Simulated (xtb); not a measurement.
# C4H4ClGe (SMILES [Cl][GeH]1[C]=CC=[CH]1) at GFN1-xTB

Aim: the harmonic vibrations of C4H4ClGe. 

The calculation is run with xtb 6.7.1.

6 further runs of the same task are left out: 6 set aside as unsound or not needed.

**1. The structure to begin with**

C4H4ClGe: 10 atoms, total charge 0, spin state doublet. SMILES: `[Cl][GeH]1[C]=CC=[CH]1`. The shape was relaxed beforehand at GFN1-xTB.

Bond lengths: Cl1–Ge2 2.131 Å, Ge2–C3 1.934 Å, C3–C4 1.324 Å, C4–C5 1.478 Å, Ge2–C6 1.950 Å, C5–C6 1.343 Å, Ge2–H7 1.477 Å, C4–H8 1.084 Å, C5–H9 1.086 Å, C6–H10 1.083 Å. Some angles: Cl1–Ge2–C3 114.0°, Cl1–Ge2–C6 112.8°, C3–Ge2–C6 87.4°, Ge2–C3–C4 110.1°, C3–C4–C5 116.6°, C4–C5–C6 117.1°, Ge2–C6–C5 108.7°, Cl1–Ge2–H7 108.5°, C3–Ge2–H7 115.2°, C6–Ge2–H7 117.9°.

**2. The harmonic vibrations at GFN1-xTB**

xtb.inp

```
$hess
   step=0.01
$end
```

start.xyz

```xyz
10
C4H4ClGe
Cl    -1.59085500     0.47388500    -2.66710200
Ge     0.10758700     0.06461700    -1.44762500
C     -0.06642000    -1.52874800    -0.36478100
C     -0.03645100    -1.21155700     0.92033600
C      0.03721700     0.22853100     1.24506100
C      0.11064400     1.08579700     0.21344000
H      1.31675500     0.11996100    -2.29427100
H     -0.07546000    -1.91835700     1.74194000
H      0.02607200     0.52880400     2.28905600
H      0.17091900     2.15706600     0.36393500
```

The run is started by

```
$ xtb start.xyz --input xtb.inp --uhf 1 --hess --gfn 1 | tee xtb.out
```

What values should one expect? Wanted: total energy; dipole moment; HOMO energy; LUMO energy; dispersion energy; lowest harmonic wavenumber; highest harmonic wavenumber; zero-point energy.

Answer, from the run:

At GFN1-xTB:

| quantity | value |
| --- | --- |
| total energy | -16.42342 Eh |
| dipole moment | 2.94 D |
| HOMO energy (partly filled) | -10.16 eV |
| LUMO energy | -8.06 eV |
| dispersion energy | -11.97 kJ/mol |
| lowest harmonic wavenumber | 80 cm⁻¹ |
| highest harmonic wavenumber | 3084 cm⁻¹ |
| zero-point energy | 157.1 kJ/mol |

What this shows: All 24 modes are real, so the shape is a minimum at this level. Mulliken charges run from -0.12 on C3 to +0.27 on Ge2.
